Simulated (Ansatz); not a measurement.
# InSb3 (Pm-3m) in Ansatz: a series of runs

Aim: see how the results for InSb3 move with the level of theory and the settings. Levels: LDA, r2SCAN. Tasks: band structure, single point, equation of state.

Everything below comes from runs of Ansatz 0.2.0. Logs are shortened: lines on timing, memory, paths and dates and some standing lists are left out, and cuts for length are marked.

## 1. The crystal as given

It takes space group Pm-3m (No. 221, cubic). Conventional cell: a = 4.806 Å, b = 4.806 Å, c = 4.806 Å, α = 90.00°, β = 90.00°, γ = 90.00°. Around Sb (site symmetry 4/mmm) lie 8 Sb at 3.40 Å and 4 In at 3.40 Å. In (site symmetry m-3m) has 12 Sb at 3.40 Å as nearest neighbours.

The cell comes from a database or a generator and needn't be the stable form of this composition.

## 2. Band structure, LDA

input.yaml

```yaml
crystal:
  lattice:
    - [4.806367, 0.0, 0.0]
    - [0.0, 4.806367, 0.0]
    - [0.0, 0.0, 4.806367]
  atoms:
    - { symbol: Sb, position: [0.5, 0.5, 0.0] }
    - { symbol: Sb, position: [0.0, 0.5, 0.5] }
    - { symbol: Sb, position: [0.5, 0.0, 0.5] }
    - { symbol: In, position: [0.0, 0.0, 0.0] }
hamiltonian:
  xc: lda
  pseudopotentials: { kind: paw }
kpoints:
  mp_grid: { grid: [6, 6, 6] }
  band_path:
    path:
      - [[0.0, 0.0, 0.0], [0.0, 0.5, 0.0], [0.5, 0.5, 0.0], [0.0, 0.0, 0.0], [0.5, 0.5, 0.5], [0.0, 0.5, 0.0]]
      - [[0.5, 0.5, 0.0], [0.5, 0.5, 0.5]]
    npoints: 14
scf:
  occupations: { method: fermi_dirac, width: 0.05 }
  n_extra_bands: 10
output:
  forces: true
  stress: true
  eigenvalues: true
  fatbands: true
```

Potentials or basis: Ansatz PAW.

Run with:

```
> ansatz run input.yaml --threads 2 --pin off --max-ram 5632MiB --backend cpu --events-out ev --progress --plain --runs-dir out
```

What it wrote:

```text
Warning: RAYON_NUM_THREADS=2 ignored (pool sized by the plan → 2); use --threads N
scf.n_extra_bands = 10 over 29 filled bands (N_el = 58.0): the run solves 39 bands
Engine: ansatz 0.2.0, aarch64-unknown-linux-gnu
Pseudopotentials: kind: paw
Pseudopotential: Sb, paw, valence charge 15, recommended cutoff 420 eV (normal), Sb.paw.azcp
Pseudopotential: In, paw, valence charge 13, recommended cutoff 420 eV (normal), In.paw.azcp
Functional definition: SPW92
  exchange = slater_x
  correlation = pw_c
Crystal: 4 atoms, lattice volume = 111.033 Å³
Basis set: ecut = 420 eV, 2109 PW (Γ)
Bands: 39, of which v1, the nominal top of the filled ones, is band 29 counted from 1 (28 counted from 0)
Symmetry: 48 space group operations
Space group: Pm-3m (ITA 221), of the structure as read, at distance tolerance 4.8e-5 Å
k-points: 20 of 216
Non-local potential: Sb, projectors of the file, l = 0: 2, l = 1: 2, l = 2: 2, l = 3: 2
Non-local potential: In, projectors of the file, l = 0: 2, l = 1: 2, l = 2: 2, l = 3: 2
PAW form: soft (Blöchl's): semilocal exchange-correlation on the pseudo side does not see the compensation charge
PAW frozen core: Sb, regenerated for the run's functional, and the local potential with it (the file was generated under x = pbe(κ = 0.804, μ = 0.2195149727645171), c = pbe(β = 0.06672455060314922))
PAW frozen core: In, regenerated for the run's functional, and the local potential with it (the file was generated under x = pbe(κ = 0.804, μ = 0.2195149727645171), c = pbe(β = 0.06672455060314922))
PAW one-centre angular grid: Sb, 590 points (default); XC on 64 Gauss nodes
PAW one-centre angular grid: In, 590 points (default); XC on 64 Gauss nodes
Initial density: superposition of atomic densities (neutral atoms: chi_scale 0, normalization atom), corrected by the library's trained network
Initial wavefunctions: pseudopotential atomic-orbital guess
Functional: x = slater, c = lda
SCF iter   1: F=—  HF=-24463.864951 eV  |F-HF|=—  |Δ(HF+E_count)|=         —  Δρ=6.77e-3  dr2=2.99e-2  ethr=1.77e-3  ⟨swp⟩=8.4  Hψ=3654  notcnv=0  defer=19
preconditioner: auto → Kerker (q_TF=auto, 2.448 Å⁻¹)  [metal: Δε(μ)=0.095 eV  Ē_g=12.393 eV  σ=0.050 eV  W_gap=0.40  n_scr=26 (ndim 8)  ℏωp=18.6 eV  f_vac=0.000  D(μ)=2.52/eV (n_scr^D=18)]
SCF iter   2: F=—  HF=-24463.852319 eV  |F-HF|=—  |Δ(HF+E_count)|=   1.26e-2  Δρ=3.82e-3  dr2=9.72e-3  ethr=5.16e-5  ⟨swp⟩=2.0  Hψ=1145  notcnv=0  defer=40
SCF iter   3: F=—  HF=-24463.848972 eV  |F-HF|=—  |Δ(HF+E_count)|=   3.35e-3  Δρ=6.96e-4  dr2=7.77e-4  ethr=1.68e-5  ⟨swp⟩=2.0  Hψ=1138  notcnv=0  defer=40
SCF iter   4: F=—  HF=-24463.848699 eV  |F-HF|=—  |Δ(HF+E_count)|=   2.73e-4  Δρ=2.47e-4  dr2=1.41e-4  ethr=1.34e-6  ⟨swp⟩=2.0  Hψ=1296  notcnv=0  defer=40
SCF iter   5: F=—  HF=-24463.848657 eV  |F-HF|=—  |Δ(HF+E_count)|=   4.21e-5  Δρ=9.85e-5  dr2=2.28e-5  ethr=2.44e-7  ⟨swp⟩=1.3  Hψ=729  notcnv=0  defer=40
SCF iter   6: F=—  HF=-24463.848653 eV  |F-HF|=—  |Δ(HF+E_count)|=   3.75e-6  Δρ=2.11e-5  dr2=6.78e-7  ethr=3.92e-8  ⟨swp⟩=2.0  Hψ=898  notcnv=0  defer=40
SCF iter   7: F=-24463.848653 eV  HF=-24463.848653 eV  |F-HF|=1.75e-8  |Δ(HF+E_count)|=   8.35e-8  Δρ=4.58e-6  dr2=4.25e-8  ethr=1.72e-10  ⟨swp⟩=10.6  Hψ=3810  notcnv=0
SCF 1 converged in 7 iterations: F = -24463.848653 eV  dr2 = 4.25e-8
NSCF: frozen V_eff on 86 k-points
SCF converged after 7 iterations
Free energy (F): -24463.848653 eV
Harris-Foulkes:  -24463.848653 eV  (|F-HF|=1.75e-8)
Internal energy: -24463.826615 eV  (E = F + TS)
E sigma→0 (E₀):  -24463.837634 eV
Entropy (-TS):   -0.022038 eV (-5.510 meV/atom)
Fermi energy:    10.450989 eV
--- Per-component energies (eV) ---
  E_band       = -502.153697
  E_kinetic    = 863.986348
  E_local      = -5525.687603  (includes V_loc(G=0)·N_el)
  E_nonlocal   = 1465.680902
  E_hartree    = 2432.608319
  E_xc         = -627.605738
  E_vxc        = -393.308912  (∫ρ·V_xc dr)
  E_paw        = -17288.637578  (= ΣΔE_a)
  E_vpaw       = -1778.038788  (= ΣTr[D̂ρ^β])
  E_aug_tail   = 0.000019  (compensation charges beyond the density's cutoff)
  E_ewald      = -5786.132290
  E_core_change = 1.961007  (= ΣΔE_core)
  E_smearing   = -0.022038  (= −TS)
  E_closure    = -0.000000  (closes the sum)
  Σ components = -24463.848653   (vs F -24463.848653, Δ=0.00e0)
--- Forces (eV/Å), atoms counted from 1 ---
  atom   1  Sb     0.00000000    -0.00000000     0.00000000
  atom   2  Sb     0.00000000    -0.00000000     0.00000000
  atom   3  Sb     0.00000000    -0.00000000    -0.00000000
  atom   4  In    -0.00000000     0.00000000    -0.00000000
  max |Σ_I F_I| component: 1.51e-28 eV/Å
--- Stress (GPa, compression-positive) ---
       -3.838593      -0.000000       0.000000
        0.000000      -3.838593       0.000000
        0.000000      -0.000000      -3.838593
  P = ⅓ Tr σ = -3.8386 GPa (-38.386 kbar)
--- Band table (eV; the first three rows and the last of 20) ---
  k-point 0: bands = ["-18.7131", "-18.7131", "-18.7131", "-18.7038", "-18.6702", "-18.6702", "-18.6525", "-18.6525", "-18.6525", "-18.6483", "-18.6483", "-18.6165", "-18.6122", "-18.6122", "-18.6122", "-3.9930", "-3.9930", "-3.9764", "-3.9764", "-3.9764", "-1.7648", "2.8495", "2.8495", "6.1879", "6.1879", "6.1879", "6.7410", "10.8615", "10.8615", "10.8615", "12.1330", "12.1330", "12.1330", "15.2516", "15.2516", "15.4608", "15.8010", "15.8010", "15.8010"]
  k-point 1: bands = ["-18.7125", "-18.7066", "-18.7066", "-18.7004", "-18.6700", "-18.6670", "-18.6532", "-18.6527", "-18.6527", "-18.6514", "-18.6482", "-18.6196", "-18.6190", "-18.6190", "-18.6123", "-3.9916", "-3.9891", "-3.9795", "-3.9795", "-3.9764", "-1.5973", "2.2093", "2.8824", "5.8789", "6.3841", "6.3841", "8.0292", "10.3723", "10.4355", "10.4355", "11.3584", "11.9309", "11.9309", "15.4788", "15.9371", "16.1035", "16.2119", "16.2407", "16.2407"]
  k-point 2: bands = ["-18.7112", "-18.6917", "-18.6889", "-18.6889", "-18.6695", "-18.6593", "-18.6587", "-18.6545", "-18.6533", "-18.6533", "-18.6481", "-18.6367", "-18.6367", "-18.6274", "-18.6123", "-3.9888", "-3.9857", "-3.9857", "-3.9814", "-3.9763", "-1.1134", "1.0339", "2.9517", "5.9409", "6.9486", "6.9486", "9.2574", "9.2574", "9.6526", "9.6950", "10.7229", "12.2227", "12.2227", "14.5292", "15.0730", "15.0730", "16.3282", "16.3608", "18.3110"]
  k-point 19: bands = ["-18.6889", "-18.6889", "-18.6889", "-18.6843", "-18.6843", "-18.6843", "-18.6770", "-18.6495", "-18.6495", "-18.6495", "-18.6450", "-18.6450", "-18.6175", "-18.6175", "-18.6175", "-4.0105", "-4.0105", "-4.0105", "-3.9600", "-3.9600", "1.3761", "1.3761", "1.3761", "4.8737", "5.5006", "5.5006", "5.5006", "5.5615", "13.8738", "13.8738", "13.9353", "13.9353", "13.9353", "16.7113", "16.7113", "16.7113", "19.0018", "19.0018", "19.0018"]
```

bands.tsv:

```text
[... 102 lines left out ...]
4.941766	-29.139900	-29.139900	-29.139900	-29.135293	-29.135293	-29.135293	-29.128005	-29.100533	-29.100533	-29.100533	-29.095982	-29.095982	-29.068488	-29.068488	-29.068488	-14.461511	-14.461511	-14.461511	-14.410987	-14.410987	-9.074859	-9.074859	-9.074859	-5.577273	-4.950414	-4.950414	-4.950414	-4.889457	3.422808	3.422808	3.484323	3.484323	3.484323	6.260282	6.260282	6.260282	8.550773	8.550773	8.550773
```

Run time: 8.6 s. Hardware: 2 threads of Arm Neoverse V2, shared host; peak memory 0.44 GiB.

Results:

- Free energy: -24463.8487 eV
- Pressure: -3.8 GPa
- Band gap on the k mesh: none (metal or under the smearing width)

Levels at the corners of the path, in eV from the Fermi level:
```
point  band 25  band 26  band 27  band 28  band 29  band 30  band 31  band 32  band 33  band 34
    Γ    -4.26    -4.26    -3.71     0.41     0.41     0.41     1.68     1.68     1.68     4.80
    X    -2.88    -2.88    -2.09    -2.09    -1.09    -0.83     1.88     2.12     2.12     2.34
    M    -2.49    -1.67    -1.67    -1.33    -1.10    -1.10    -0.55     1.04     3.20     3.39
    Γ    -4.26    -4.26    -3.71     0.41     0.41     0.41     1.68     1.68     1.68     4.80
    R    -4.95    -4.95    -4.95    -4.89     3.42     3.42     3.48     3.48     3.48     6.26
    X    -2.88    -2.88    -2.09    -2.09    -1.09    -0.83     1.88     2.12     2.12     2.34
    M    -2.49    -1.67    -1.67    -1.33    -1.10    -1.10    -0.55     1.04     3.20     3.39
    R    -4.95    -4.95    -4.95    -4.89     3.42     3.42     3.48     3.48     3.48     6.26
```

Caveat: spin-orbit coupling is left out, which moves the levels of the heavy elements; the PAW data sets come from PBE, with cores solved anew for the run's functional, which leaves a small shift of forces and pressure.

[end of part 1 of 2]
